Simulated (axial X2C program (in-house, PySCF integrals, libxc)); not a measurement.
# All-electron X2C curves of AuCa⁺

What are the state, bond length, wavenumber and bond energy of AuCa⁺, and what does spin–orbit coupling change?

Program: an in-house X2C program for linear molecules on PySCF integrals. Level of theory: all-electron X2C, Au dyall-cv3z, Ca dyall-cv3z. These are calculated values, not measurements.

## Step 1: Set-up

task.json

```json
{
 "zs": [
  79,
  20
 ],
 "q": 1,
 "bas": [
  "dyall-cv3z",
  "dyall-cv3z"
 ],
 "levels": [
  "PBE0",
  "HF",
  "TPSS"
 ],
 "cc": true,
 "r0": 2.95,
 "thr": -1.0,
 "nmax": 90,
 "npts": 10,
 "nst": 2,
 "ntry": 6
}
```

Keys: zs atomic numbers; q charge; bas basis sets; levels methods (HF also brings MP2); cc coupled cluster on or off; r0 starting distance in Å; thr threshold in hartree for freezing inner shells (an s shell follows its p shell); nmax most natural virtual spinors; npts points asked for on the curve; nst determinants followed; ntry starts of the search.

Launch:

```
$ python so2c.py task.json out
```

Spin-free means the one-electron spin-free X2C Hamiltonian; two-component (2c) means X2C with spin–orbit coupling and atomic mean-field two-electron Coulomb and Gaunt terms. Basis: Au dyall-cv3z contracted to [13s14p9d6f4g], Ca dyall-cv3z contracted to [11s12p6d4f]; Gaussian nuclei, density fitting. Masses: Au 196.967 u, Ca 39.963 u.

Notation: σ, π±, δ± give the projection m of an orbital's angular momentum (0, ±1, ±2), α and β its spin, Λ and M_S the sums; ω is the projection of a spinor's total angular momentum and Ω the sum. Logs are in hartree.

Further steps of the session: PBE0, spin-free; HF, spin-free; TPSS, spin-free; MP2, spin-free; PBE0, 2c; HF, 2c; TPSS, 2c.

What does the calculation give? Wanted: for each run, Hamiltonian; Re; ωe; De; μ.

As calculated:

Lowest determinant that the search found at its distance, spin-free: M_S = 0, Λ = 0 (closed shell).

Lowest determinant that the search found at its distance, 2c: Ω = 0 (closed shell).

```tsv
Hamiltonian	level	Re (Å)	ωe (cm⁻¹)	De (eV)	μ (D)
spin-free	PBE0	2.521	256.6	2.77	12.38
spin-free	HF	2.725	205.1	1.14	12.88
spin-free	MP2	2.557	265.8	2.64	n/a
spin-free	TPSS	2.494	268.1	3.28	12.13
2c	PBE0	2.520	257.7	2.80	12.36
2c	HF	2.720	207.0	1.16	12.90
2c	MP2	2.556	266.7	2.67	n/a
2c	TPSS	2.495	268.3	3.31	12.10
```

Dipoles are positive if Ca is the positive end and refer to the centre of mass.

**Reading.** At MP2, going from spin-free to two-component changes Re by -1 mÅ, ωe by +0.3 %; the spin-free picture holds up (part of it comes from the scalar share of the two-electron terms). De moves by +0.03 eV; both De rest on single-determinant atoms, which can miss part of an open shell's spin–orbit lowering.

De refers to Au + Ca+, each in the lowest determinant found, which need not be this curve's own limit. The state is a single determinant with fixed occupations, the lowest that a limited PBE0 search found. The closed shell is kept restricted; where the fragments are open shells, the energy then runs too high at long range. De is counted from the lowest determinant-based energies of the atoms at the same level, without counterpoise correction. The meta-GGAs lack a current-density term, which matters for open shells with orbital currents, atoms included. With the outer-core shells frozen, correlated bond lengths of heavy atoms tend to come out a few hundredths of an ångström too long.
